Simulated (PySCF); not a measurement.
# H6Tl2 (Tl2(H)2(H)4): the cost of one run

The runs use PySCF 2.14.0; B3LYP, Tl def2-SVP with ECP60, H def2-SVP; scalar-relativistic core potentials, no spin–orbit coupling.

1 further run of the same task is left out (for a known fault of the program).

### 1 The system as given

8 atoms, charge 0, spin multiplicity 1.

Bond lengths: Tl1–Tl2 3.160 Å, Tl1–H3 2.042 Å, Tl1–H4 2.042 Å, Tl1–H5 1.715 Å, Tl1–H6 1.715 Å, Tl2–H3 2.042 Å, Tl2–H4 2.042 Å, Tl2–H7 1.715 Å, Tl2–H8 1.715 Å. Angles: Tl2–Tl1–H3 39.3°, Tl2–Tl1–H4 39.3°, Tl2–Tl1–H5 107.3°, Tl2–Tl1–H6 107.3°, H3–Tl1–H4 78.6°, H3–Tl1–H5 103.3°, H3–Tl1–H6 103.3°, H4–Tl1–H5 103.3°, H4–Tl1–H6 103.3°, H5–Tl1–H6 145.4°, Tl1–Tl2–H3 39.3°, Tl1–Tl2–H4 39.3°, Tl1–Tl2–H7 107.3°, Tl1–Tl2–H8 107.3°, H3–Tl2–H4 78.6°, H3–Tl2–H7 103.3°, H3–Tl2–H8 103.3°, H4–Tl2–H7 103.3° and more.

Coordinates:

```xyz
8
H6Tl2
Tl    0.00000    0.00000    1.58003
Tl    0.00000    0.00000   -1.58003
H     1.29383    0.00000    0.00000
H    -1.29383    0.00000    0.00000
H     0.00000    1.63735    2.08934
H     0.00000   -1.63735    2.08934
H     0.00000    1.63735   -2.08934
H     0.00000   -1.63735   -2.08934
```

Formal oxidation states: Tl +3. An earlier session relaxed this geometry at B3LYP, Tl def2-SVP with ECP60, H def2-SVP (singlet, point group D2h).

Its energy there is -348.621095 Eh.

### 2 Multiplicity 3 at the relaxed geometry

File run.py (the lines that set the calculation):

```python
mol = gto.M(atom='''
Tl     0.00000     0.00000     1.58003
Tl     0.00000     0.00000    -1.58003
H      1.29383     0.00000     0.00000
H     -1.29383     0.00000     0.00000
H      0.00000     1.63735     2.08934
H      0.00000    -1.63735     2.08934
H      0.00000     1.63735    -2.08934
H      0.00000    -1.63735    -2.08934''',
    basis={'Tl': 'def2-SVP', 'H': 'def2-SVP'},
    ecp={'Tl': 'def2-SVP'},
    charge=0, spin=2)
mf = dft.UKS(mol, xc='B3LYP')
mf.grids.atom_grid = (50, 194)
mf = mf.density_fit()  # fitting sets: Tl def2-universal-JKFIT, H def2-universal-JKFIT
mf.conv_tol = 1e-08; mf.max_cycle = 55
mf.kernel(dm0)  # dm0: free metal ions and neutral atoms
```

Run with:

```console
$ OMP_NUM_THREADS=2 python run.py
```

**Question.** How long does this run take on 2 threads of Arm Neoverse V1, shared host?

About 2.6 s.
